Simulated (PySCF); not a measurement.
# AsP⁻: spin, charge, geometry and surroundings

Aim: change spin, charge, geometry, field or solvent of AsP⁻, one at a time, and compare with the base run.

Computed with PySCF 2.14.0. Level: each script names its method and basis.

4 further runs of the same task are left out: 4 that didn't finish.

## Step 1: The system as given

AsP⁻: 2 atoms, charge -1, spin multiplicity 2.

Bond lengths: As1–P2 2.340 Å.

## Step 2: The run that the others are compared with

File input.py:

```python
from pyscf import gto, scf, mp

mol = gto.M(
    atom='As 0 0 0; P 0 0 2.34',
    basis='crenbl',
    ecp={'As': 'crenbl', 'P': 'crenbl'},
    charge=-1,
    spin=1,
    verbose=3,
)
mf = scf.UHF(mol)
mf.kernel()
mp.MP2(mf).kernel()
mf.dip_moment()
print('orbital energies (hartree):', [e[max(0, n-3):n+3].round(4) for e, n in zip(mf.mo_energy, mol.nelec)])
```

Started as:

```console
> python input.py
```

The log of this run is left out.

In short: E(SCF) = -117.956476 Eh, E(MP2) − E(SCF) = -0.40171 Eh, ⟨S²⟩ = 0.757.

The bond length is a typed value, not an optimised one. The dipole of an ion depends on the origin.

## Step 3: Quartet

Variant 1 changes spin (2S): 1 → 3.

File input.py:

```python
from pyscf import gto, scf, mp

mol = gto.M(
    atom='As 0 0 0; P 0 0 2.34',
    basis='crenbl',
    ecp={'As': 'crenbl', 'P': 'crenbl'},
    charge=-1,
    spin=3,
    verbose=3,
)
mf = scf.UHF(mol)
mf.kernel()
mp.MP2(mf).kernel()
mf.dip_moment()
print('orbital energies (hartree):', [e[max(0, n-3):n+3].round(4) for e, n in zip(mf.mo_energy, mol.nelec)])
```

Started as:

```console
> python input.py
```

## Step 4: Electric field 0.2 a.u.

Variant 2 changes electric field: none → 0.2 a.u.

Edit input.py of step 2 so:

```diff
@@ -11,2 +11,7 @@
 mf = scf.UHF(mol)
+field = 0.2  # electric field along z, atomic units
+h = mf.get_hcore() + field*mol.intor('int1e_r')[2]
+mf.get_hcore = lambda *args: h
+e_nuc = mol.energy_nuc() - field*mol.atom_charges() @ mol.atom_coords()[:, 2]
+mf.energy_nuc = lambda *args: e_nuc
 mf.kernel()
```

## Step 5: Lengths in bohr

Variant 3 changes length unit: angstrom → bohr; bond length: 2.34 Å → 2.34 bohr.

Edit input.py of step 2 so:

```diff
@@ -8,2 +8,3 @@
     spin=1,
+    unit='bohr',
     verbose=3,
```

## Step 6: Bond 7.02 Å

Variant 4 changes bond length: 2.34 Å → 7.02 Å.

Edit input.py of step 2 so:

```diff
@@ -3,3 +3,3 @@
 mol = gto.M(
-    atom='As 0 0 0; P 0 0 2.34',
+    atom='As 0 0 0; P 0 0 7.02',
     basis='crenbl',
```

## Step 7: Bond 4.68 Å

Variant 5 changes bond length: 2.34 Å → 4.68 Å.

Edit input.py of step 2 so:

```diff
@@ -3,3 +3,3 @@
 mol = gto.M(
-    atom='As 0 0 0; P 0 0 2.34',
+    atom='As 0 0 0; P 0 0 4.68',
     basis='crenbl',
```

**Question.** What will these runs give? Wanted: for each run, E(SCF); from base; after the SCF.

**Answer**, as computed:

```tsv
run	E(SCF) (hartree)	from base (eV)	after the SCF
base	-117.956476	0	MP2 correlation -10.931 eV
quartet	-117.966342	-0.2684	MP2 correlation -9.176 eV
electric field 0.2 a.u. (poor choice)	-119.328138	not comparable	MP2 correlation -8.795 eV
lengths in bohr (poor choice)	-116.636972	not comparable	MP2 correlation -9.711 eV
bond 7.02 Å	-117.898807	+1.5693	MP2 correlation -8.258 eV
bond 4.68 Å	-117.788001	+4.5844	MP2 correlation -8.947 eV
```

**Reading.** The largest comparable shift of the SCF energy, +4.584 eV, comes with the run “bond 4.68 Å”. The quartet solution found lies 0.27 eV below the base doublet at this geometry and level, so the base is not the lowest spin state. Rows marked «poor choice» come from settings spoiled on purpose.
